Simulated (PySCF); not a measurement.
# C2H11N3OSi3: geometry, NMR shifts, electronic excitations and core binding energies, part 1 of 2

What NMR shifts, electronic excitations and core binding energies should C2H11N3OSi3 (`CC(=O)[SiH]1N[SiH2]N[SiH2]N1`) show?

Programs: PySCF 2.14.0, with density-fitted response routines of our own. Each step states its level of theory. These are calculated values for one molecule in the gas phase, unless marked as measured. Atoms are numbered from 0 throughout.

### Step 1. The molecule as given

20 atoms, charge 0, multiplicity 1; geometry from: GFN2-xTB. The atoms were then displaced at random by about 0.01 Å, so the start is not that level's minimum.

Bonds of the start (Å): C0–C1 1.51, C1–O2 1.21, C1–Si3 1.88, Si3–N4 1.72, N4–Si5 1.74, Si5–N6 1.72, N6–Si7 1.72, Si7–N8 1.71, N8–Si3 1.75, C0–H9 1.06, C0–H10 1.11, C0–H11 1.10, Si3–H12 1.48, N4–H13 1.00, Si5–H14 1.47, Si5–H15 1.47, N6–H16 1.02, Si7–H17 1.47, Si7–H18 1.49, N8–H19 1.00.

### Step 2. Optimising the geometry at PBE0-D3(BJ)/def2-SVP

Job settings and geometry (Å):

```
{"job": {"xc": "PBE0", "basis": "def2-SVP", "d3": "d3bj", "grid": 1, "shake": 0.01, "kind": "geom"}, "charge": 0, "multiplicity": 1}
C      3.285650    -0.023770     0.133780
C      2.180810    -0.990950    -0.226330
O      2.366100    -2.183390    -0.210360
Si     0.515960    -0.313130    -0.787150
N      0.109830     1.167730    -0.008910
Si    -1.490390     1.818740     0.160520
N     -2.561860     0.543780    -0.274440
Si    -2.370740    -1.161250    -0.128480
N     -0.695670    -1.458630    -0.270740
H      4.211310    -0.498600     0.328710
H      2.944000     0.541150     1.028200
H      3.376480     0.718420    -0.675700
H      0.490220    -0.140640    -2.259660
H      0.845200     1.809450     0.227920
H     -1.639100     2.242480     1.558370
H     -1.724610     2.929590    -0.771860
H     -3.513570     0.859760    -0.443850
H     -3.168640    -1.760150    -1.213510
H     -2.810240    -1.683860     1.190880
H     -0.401750    -2.401330    -0.146680
```

Started as:

```bash
OMP_NUM_THREADS=1 python probes_run.py task.json out
```

This one command runs all jobs of the session in turn.

Standard output:

```text
step   0  E = -1189.71158240  max force = 0.035208
step   1  E = -1189.72015845  max force = 0.009091
step   2  E = -1189.72099399  max force = 0.003245
step   3  E = -1189.72108319  max force = 0.004887
step   4  E = -1189.72143169  max force = 0.001775
step   5  E = -1189.72155379  max force = 0.001634
step   6  E = -1189.72175456  max force = 0.001394
step   7  E = -1189.72198604  max force = 0.001800
step   8  E = -1189.72220168  max force = 0.001458
step   9  E = -1189.72230341  max force = 0.001266
step  10  E = -1189.72233535  max force = 0.000781
step  11  E = -1189.72235154  max force = 0.000354
step  12  E = -1189.72235654  max force = 0.000450
optimisation converged
```

It took 5.3 min on 1 thread of Arm Neoverse V1, shared host; peak memory 0.9 GiB.

Along the way:

```
step  energy from step 0 (eV)  largest force component (eV/Å)
   0                   0.0000                          1.8105
   1                  -0.2334                          0.4675
   2                  -0.2561                          0.1669
   3                  -0.2585                          0.2513
   4                  -0.2680                          0.0913
   5                  -0.2713                          0.0840
   6                  -0.2768                          0.0717
   7                  -0.2831                          0.0926
   8                  -0.2890                          0.0750
   9                  -0.2917                          0.0651
  10                  -0.2926                          0.0402
  11                  -0.2930                          0.0182
  12                  -0.2932                          0.0231
```

Close pairs (by a distance rule), those that changed most:

```
   bond  before (Å)  after (Å)  change (Å)
 C1–Si3       1.883      1.938      +0.055
  C0–H9       1.058      1.099      +0.040
Si5–H14       1.468      1.498      +0.029
Si5–H15       1.469      1.497      +0.028
 N8–H19       0.995      1.021      +0.025
 Si7–N8       1.707      1.731      +0.023
Si7–H17       1.474      1.497      +0.023
 Si3–N4       1.721      1.744      +0.023
```

The final coordinates are the input of the step that follows.

```
                         at the end point                value
  point group (found at 0.08 Å tolerance)                   C1
rotational constants (GHz, main isotopes)  1.690, 0.692, 0.527
                        dipole moment (D)                 2.47
```

### Step 3. Nuclear shieldings: PBE0/pcSseg-1

Job settings and geometry (Å):

```
{"job": {"kind": "nmr", "xc": "PBE0", "basis": "pcSseg-1"}, "charge": 0, "multiplicity": 1}
C      3.369738    -0.109574     0.057927
C      2.101410    -0.919460     0.016086
O      2.053534    -2.049594     0.458301
Si     0.467343    -0.208916    -0.745491
N      0.041670     1.287641     0.042587
Si    -1.610056     1.790489     0.272526
N     -2.584790     0.539670    -0.444055
Si    -2.399864    -1.190437    -0.321318
N     -0.689154    -1.443217    -0.388368
H      4.191065    -0.706306     0.478443
H      3.215983     0.791869     0.674893
H      3.630025     0.239113    -0.954858
H      0.669670    -0.008034    -2.214867
H      0.781788     1.850957     0.449954
H     -1.861295     1.999254     1.734181
H     -1.957214     3.067484    -0.427856
H     -3.333584     0.864397    -1.047857
H     -3.184458    -1.770558    -1.456083
H     -2.924212    -1.792276     0.945234
H     -0.258331    -2.253224     0.058642
```

Method: GIAO PBE0/pcSseg-1 NMR shielding, non-relativistic, gas phase.

Standard output:

```text
coarse grid: 18136 points
cycle   1  E = -1189.8988337840  dE =  1.021e+00  |g| = 9.921e-01  |ddm| = 4.212e+00
cycle   2  E = -1189.4115039832  dE =  4.873e-01  |g| = 1.837e+00  |ddm| = 2.319e+00
cycle   3  E = -1190.0808072133  dE = -6.693e-01  |g| = 2.911e-01  |ddm| = 1.771e+00
cycle   4  E = -1190.0965976045  dE = -1.579e-02  |g| = 8.918e-02  |ddm| = 2.632e-01
cycle   5  E = -1190.0980913979  dE = -1.494e-03  |g| = 2.066e-02  |ddm| = 8.775e-02
cycle   6  E = -1190.0981874109  dE = -9.601e-05  |g| = 5.700e-03  |ddm| = 2.236e-02
cycle   7  E = -1190.0981945988  dE = -7.188e-06  |g| = 1.234e-03  |ddm| = 5.681e-03
final grid: 161472 points
cycle   8  E = -1190.1513216644  dE = -6.299e-06  |g| = 1.402e-02  |ddm| = 2.221e-02
cycle   9  E = -1190.1512208008  dE =  1.009e-04  |g| = 2.693e-02  |ddm| = 2.794e-02
cycle  10  E = -1190.1513586164  dE = -1.378e-04  |g| = 2.795e-03  |ddm| = 1.899e-02
cycle  11  E = -1190.1513601382  dE = -1.522e-06  |g| = 2.992e-04  |ddm| = 2.155e-03
cycle  12  E = -1190.1513601522  dE = -1.405e-08  |g| = 1.353e-04  |ddm| = 3.648e-04
cycle  13  E = -1190.1513601565  dE = -4.300e-09  |g| = 2.337e-05  |ddm| = 1.347e-04
cycle  14  E = -1190.1513601566  dE = -1.178e-10  |g| = 4.944e-06  |ddm| = 2.555e-05
converged SCF energy = -1190.1513601566

GIAO shielding tensors (ppm)
atom      isotropic    diamagn.    paramagn.     s11        s22        s33       span
  0 C      148.902     252.149    -103.247    120.267    137.969    188.471     68.204
  1 C      -56.885     259.567    -316.451   -167.985   -108.275    105.606    273.591
  2 O     -476.883     400.663    -877.546  -1295.980   -495.431    360.762   1656.742
  3 Si     399.381     884.164    -484.783    357.251    390.306    450.586     93.335
  4 N      231.450     330.606     -99.156    186.153    231.978    276.220     90.067
  5 Si     385.170     880.270    -495.100    360.770    368.104    426.636     65.867
  6 N      238.629     325.874     -87.245    198.660    240.035    277.191     78.531
  7 Si     386.240     880.000    -493.759    360.895    364.055    433.771     72.876
  8 N      231.760     331.334     -99.574    189.611    238.455    267.214     77.604
  9 H       29.099      27.260       1.839     26.120     27.184     33.992      7.872
 10 H       28.951      30.748      -1.797     25.634     30.059     31.161      5.527
 11 H       28.762      28.626       0.136     25.647     28.815     31.824      6.177
 12 H       26.017      30.932      -4.916     22.518     24.422     31.110      8.593
 13 H       31.268      35.067      -3.798     22.796     27.908     43.100     20.304
 14 H       25.886      29.175      -3.288     22.491     23.730     31.438      8.946
 15 H       26.016      28.296      -2.279     22.539     23.814     31.697      9.158
 16 H       30.571      29.553       1.018     23.023     26.473     42.216     19.192
 17 H       26.037      27.831      -1.794     22.486     23.837     31.787      9.301
 18 H       25.934      28.663      -2.729     22.419     23.820     31.563      9.144
 19 H       29.446      34.509      -5.063     20.263     26.030     42.047     21.784
```

Run time: 52 s. Hardware: 1 thread of Arm Neoverse V1, shared host; peak memory 1.1 GiB.

Shifts follow as δ = σ(reference) − σ, with reference shieldings (ppm) from runs at the same level and on the same kind of geometry: 1H TMS 31.27, 13C TMS 184.4, 29Si TMS 352.0, 15N NH3 265.7, 17O H2O 334.6. The references are single molecules in the gas phase, so shifts against H2O, NH3, PH3, H3PO4 or CFCl3 are not on the usual liquid scales and can be off by tens of ppm. Atoms listed in one row are averaged.

```
       atoms                                                   environment  σ (ppm)  δ (ppm)  δ scaled to CDCl3
          C1                                               carbonyl carbon    -56.9    241.3              233.8
          C0                                 methyl carbon α to a carbonyl    148.9     35.5               34.0
    H14, H18     hydrogen on a silicon bonded to 2 N, in a 6-membered ring    25.91     5.36                  –
         H12  hydrogen on a silicon bonded to C, 2 N, in a 6-membered ring    26.02     5.25                  –
    H15, H17     hydrogen on a silicon bonded to 2 N, in a 6-membered ring    26.03     5.24                  –
H9, H10, H11                   hydrogen on a methyl carbon α to a carbonyl    28.94     2.33               2.42
    H13, H19   hydrogen on a nitrogen bonded to 2 Si, in a 6-membered ring    30.36     0.91                  –
         H16   hydrogen on a nitrogen bonded to 2 Si, in a 6-membered ring    30.57     0.70                  –
          O2                                               carbonyl oxygen   -476.9    811.4                  –
    Si5, Si7              silicon bonded to 2 N, 2 H, in a 6-membered ring    385.7    -33.7                  –
         Si3             silicon bonded to C, 2 N, H, in a 6-membered ring    399.4    -47.4                  –
      N4, N8              nitrogen bonded to 2 Si, H, in a 6-membered ring    231.6     34.1                  –
          N6              nitrogen bonded to 2 Si, H, in a 6-membered ring    238.6     27.0                  –
```

The scaled column applies a straight-line fit of computed shieldings to shifts measured in CDCl3 (root-mean-square error 0.21 ppm for H, 2.0 ppm for C).

Charges from the same density, by scheme (e):

```
   atoms  Mulliken    IAO  Hirshfeld  ESP fit
      C0     -0.28  -0.46      -0.12    -0.56
      C1     -0.07   0.14       0.09     0.54
      O2     -0.36  -0.39      -0.21    -0.46
     Si3      1.01   1.07       0.40     0.35
  N4, N8     -0.85  -0.95      -0.34    -0.64
Si5, Si7      0.90   1.00       0.40     0.66
      N6     -0.87  -0.94      -0.32    -0.68
```

Mayer bond orders: C0–C1 0.99, C1–O2 1.93, C1–Si3 0.79, Si3–N4 0.94, N4–Si5 0.94, Si5–N6 0.95, N6–Si7 0.93, Si7–N8 0.96, N8–Si3 1.00.

Ring of atoms Si3, N4, Si5, N6, Si7, N8: NICS(0) -2.8, NICS(1) -1.3, NICS(1)zz 4.0 ppm (means of both faces).

### Step 4. Excited states and response: wB97X-D/def2-SVPD

Settings changed since step 3:

```diff
@@ -1,2 +1,2 @@
-{"job": {"kind": "nmr", "xc": "PBE0", "basis": "pcSseg-1"}, "charge": 0, "multiplicity": 1}
+{"job": {"kind": "uv", "xc": "wB97X-D", "basis": "def2-SVPD", "ip": true}, "charge": 0, "multiplicity": 1}
 C      3.369738    -0.109574     0.057927
```

Method: TDDFT wB97X-D/def2-SVPD, vertical, gas phase, core orbitals frozen in the response.

Standard output:

```text
coarse grid: 18136 points
cycle   1  E = -1189.9759744008  dE =  1.097e+00  |g| = 9.811e-01  |ddm| = 6.145e+00
cycle   2  E = -1189.8057707597  dE =  1.702e-01  |g| = 1.408e+00  |ddm| = 2.572e+00
cycle   3  E = -1190.1837204108  dE = -3.779e-01  |g| = 1.538e-01  |ddm| = 1.418e+00
cycle   4  E = -1190.1879536455  dE = -4.233e-03  |g| = 7.338e-02  |ddm| = 2.392e-01
cycle   5  E = -1190.1891075983  dE = -1.154e-03  |g| = 1.021e-02  |ddm| = 1.122e-01
cycle   6  E = -1190.1891426641  dE = -3.507e-05  |g| = 3.629e-03  |ddm| = 3.185e-02
cycle   7  E = -1190.1891472511  dE = -4.587e-06  |g| = 9.921e-04  |ddm| = 1.091e-02
final grid: 161472 points
cycle   8  E = -1190.3451556288  dE = -9.767e-05  |g| = 9.545e-03  |ddm| = 1.899e-01
cycle   9  E = -1190.3451559457  dE = -3.169e-07  |g| = 9.693e-03  |ddm| = 3.822e-02
cycle  10  E = -1190.3451755405  dE = -1.959e-05  |g| = 7.344e-04  |ddm| = 1.066e-02
cycle  11  E = -1190.3451756694  dE = -1.290e-07  |g| = 4.499e-04  |ddm| = 3.512e-03
cycle  12  E = -1190.3451757145  dE = -4.510e-08  |g| = 1.929e-04  |ddm| = 8.326e-04
cycle  13  E = -1190.3451757226  dE = -8.045e-09  |g| = 3.251e-05  |ddm| = 2.768e-04
cycle  14  E = -1190.3451757233  dE = -6.989e-10  |g| = 1.168e-05  |ddm| = 1.363e-04
converged SCF energy = -1190.3451757233

Static polarisability (au): isotropic 120.573, principal 101.465 123.614 136.638

Singlet excitations
state   eV       nm        f      main configurations
  1   3.5628    348.0   0.00105   H->L 0.88
  2   5.8229    212.9   0.00722   H-1->L 0.84, H-2->L 0.10
  3   6.0701    204.3   0.00060   H-3->L 0.40, H-2->L 0.38, H->L 0.09
  4   6.6907    185.3   0.00743   H->L+2 0.40, H->L+1 0.21, H-2->L+2 0.11
  5   6.7042    184.9   0.03633   H-2->L+1 0.27, H->L+1 0.18, H-1->L+1 0.16
  6   6.8127    182.0   0.01092   H->L+3 0.32, H->L+1 0.10, H-1->L+1 0.10
  7   6.9497    178.4   0.00388   H-1->L+1 0.32, H->L+3 0.10, H-2->L+2 0.09
  8   7.0455    176.0   0.00878   H-1->L+3 0.57, H->L+3 0.09
  9   7.0851    175.0   0.00729   H->L+4 0.24, H-2->L+1 0.24, H-2->L+2 0.09
 10   7.1420    173.6   0.00634   H-3->L 0.37, H-2->L 0.35

Triplet excitations (Tamm-Dancoff, eV): 2.9478 5.7024 5.8584 5.9713
Vertical ionisation energy (delta-SCF) = 8.8584 eV
```

Wall time 10 min (1 thread of Arm Neoverse V1, shared host); peak memory 1.4 GiB.

The orbitals next to the gap, with their largest atomic shares:

```
orbital      eV                        atoms
 HOMO−3  -10.01    N6 30 %, N4 19 %, N8 17 %
 HOMO−2   -9.49   N4 22 %, N6 21 %, Si5 13 %
 HOMO−1   -9.24   N8 40 %, Si7 12 %, N4 11 %
   HOMO   -8.73   O2 39 %, C1 16 %, Si3 12 %
   LUMO    0.59   C1 38 %, O2 32 %, Si3 10 %
 LUMO+1    1.81  Si5 24 %, Si7 15 %, H16 9 %
 LUMO+2    1.96   Si5 16 %, H13 13 %, C0 8 %
```

With each of the 10 states as a Gaussian band of 0.4 eV half-width at 1/e, the curve within the window shown has maxima at 348 nm (ε 43), 183 nm (ε 2,800) L/(mol cm). Beyond the last state computed it falls off for lack of states. The curve at chosen wavelengths:

```json
{"nm": "167", "ε (L/mol/cm)": "542"}
{"nm": "177", "ε (L/mol/cm)": "2305"}
{"nm": "187", "ε (L/mol/cm)": "2473"}
{"nm": "197", "ε (L/mol/cm)": "874"}
{"nm": "207", "ε (L/mol/cm)": "354"}
{"nm": "217", "ε (L/mol/cm)": "291"}
{"nm": "227", "ε (L/mol/cm)": "138"}
{"nm": "237", "ε (L/mol/cm)": "35"}
{"nm": "247", "ε (L/mol/cm)": "6"}
{"nm": "257", "ε (L/mol/cm)": "1"}
{"nm": "267", "ε (L/mol/cm)": "0"}
{"nm": "277", "ε (L/mol/cm)": "0"}
{"nm": "287", "ε (L/mol/cm)": "1"}
{"nm": "298", "ε (L/mol/cm)": "4"}
{"nm": "308", "ε (L/mol/cm)": "11"}
{"nm": "318", "ε (L/mol/cm)": "21"}
{"nm": "328", "ε (L/mol/cm)": "31"}
{"nm": "338", "ε (L/mol/cm)": "39"}
{"nm": "348", "ε (L/mol/cm)": "43"}
{"nm": "358", "ε (L/mol/cm)": "40"}
{"nm": "368", "ε (L/mol/cm)": "34"}
{"nm": "378", "ε (L/mol/cm)": "26"}
{"nm": "388", "ε (L/mol/cm)": "19"}
{"nm": "398", "ε (L/mol/cm)": "12"}
{"nm": "408", "ε (L/mol/cm)": "8"}
{"nm": "418", "ε (L/mol/cm)": "5"}
```

Further results of this job:

```
           property  computed
  dipole moment (D)      2.67
polarisability (Å³)     17.87
 HOMO–LUMO gap (eV)      9.32
      −ε(HOMO) (eV)      8.73
```

### Step 5. NMR shieldings: wB97X-D/pcSseg-1

Settings changed since step 4:

```diff
@@ -1,2 +1,2 @@
-{"job": {"kind": "uv", "xc": "wB97X-D", "basis": "def2-SVPD", "ip": true}, "charge": 0, "multiplicity": 1}
+{"job": {"kind": "nmr", "xc": "wB97X-D", "basis": "pcSseg-1", "pop": false}, "charge": 0, "multiplicity": 1}
 C      3.369738    -0.109574     0.057927
```

With the program's defaults for keys left out, this is: GIAO wB97X-D/pcSseg-1 NMR shielding, non-relativistic, gas phase.

Standard output:

```text
coarse grid: 18136 points
cycle   1  E = -1190.4807150416  dE =  1.156e+00  |g| = 1.021e+00  |ddm| = 4.137e+00
cycle   2  E = -1190.3087579956  dE =  1.720e-01  |g| = 1.454e+00  |ddm| = 1.699e+00
cycle   3  E = -1190.6951402398  dE = -3.864e-01  |g| = 1.632e-01  |ddm| = 1.085e+00
cycle   4  E = -1190.6997248177  dE = -4.585e-03  |g| = 7.471e-02  |ddm| = 1.382e-01
cycle   5  E = -1190.7008428626  dE = -1.118e-03  |g| = 1.102e-02  |ddm| = 7.605e-02
cycle   6  E = -1190.7008780885  dE = -3.523e-05  |g| = 3.675e-03  |ddm| = 1.731e-02
cycle   7  E = -1190.7008827275  dE = -4.639e-06  |g| = 1.036e-03  |ddm| = 7.945e-03
final grid: 161472 points
cycle   8  E = -1190.7656601811  dE = -1.564e-04  |g| = 1.032e-02  |ddm| = 3.531e-02
cycle   9  E = -1190.7656605886  dE = -4.075e-07  |g| = 1.062e-02  |ddm| = 1.456e-02
cycle  10  E = -1190.7656821886  dE = -2.160e-05  |g| = 6.215e-04  |ddm| = 6.731e-03
cycle  11  E = -1190.7656823019  dE = -1.133e-07  |g| = 3.259e-04  |ddm| = 1.127e-03
cycle  12  E = -1190.7656823275  dE = -2.555e-08  |g| = 1.343e-04  |ddm| = 5.325e-04
cycle  13  E = -1190.7656823312  dE = -3.751e-09  |g| = 4.927e-05  |ddm| = 1.083e-04
cycle  14  E = -1190.7656823320  dE = -8.160e-10  |g| = 1.408e-05  |ddm| = 1.002e-04
converged SCF energy = -1190.7656823320

GIAO shielding tensors (ppm)
atom      isotropic    diamagn.    paramagn.     s11        s22        s33       span
  0 C      148.467     251.781    -103.314    119.873    137.335    188.193     68.321
  1 C      -58.546     259.838    -318.384   -173.627   -109.198    107.186    280.814
  2 O     -477.585     401.601    -879.186  -1302.712   -496.129    366.086   1668.797
  3 Si     398.368     884.207    -485.839    356.103    388.890    450.110     94.008
  4 N      233.107     331.117     -98.010    189.201    234.429    275.691     86.491
  5 Si     385.796     880.182    -494.386    361.240    368.304    427.844     66.604
  6 N      240.811     326.271     -85.460    201.942    243.443    277.047     75.106
  7 Si     386.845     879.918    -493.073    361.222    364.600    434.714     73.493
  8 N      234.167     331.722     -97.555    193.212    241.595    267.693     74.481
  9 H       29.186      27.167       2.019     26.108     27.349     34.101      7.993
 10 H       29.101      30.889      -1.788     25.817     30.214     31.272      5.456
 11 H       28.894      28.669       0.225     25.790     28.970     31.922      6.132
 12 H       26.273      31.192      -4.919     22.775     24.668     31.376      8.602
 13 H       31.383      35.155      -3.772     22.986     28.043     43.120     20.133
 14 H       26.143      29.389      -3.246     22.757     23.987     31.686      8.929
 15 H       26.273      28.483      -2.210     22.800     24.089     31.929      9.130
 16 H       30.757      29.416       1.341     23.180     26.666     42.424     19.244
 17 H       26.299      28.020      -1.721     22.761     24.109     32.027      9.267
 18 H       26.191      28.874      -2.683     22.690     24.076     31.806      9.116
 19 H       29.545      34.612      -5.067     20.291     26.171     42.173     21.882
```

Wall time 68 s (1 thread of Arm Neoverse V1, shared host); peak memory 1.3 GiB.

In short: δ C1 243.1, C0 36.1, O2 810.8, Si5 -33.4, H14 5.21, H12 5.11 ppm (means over like atoms).

(Continued in part 2 of 2.)
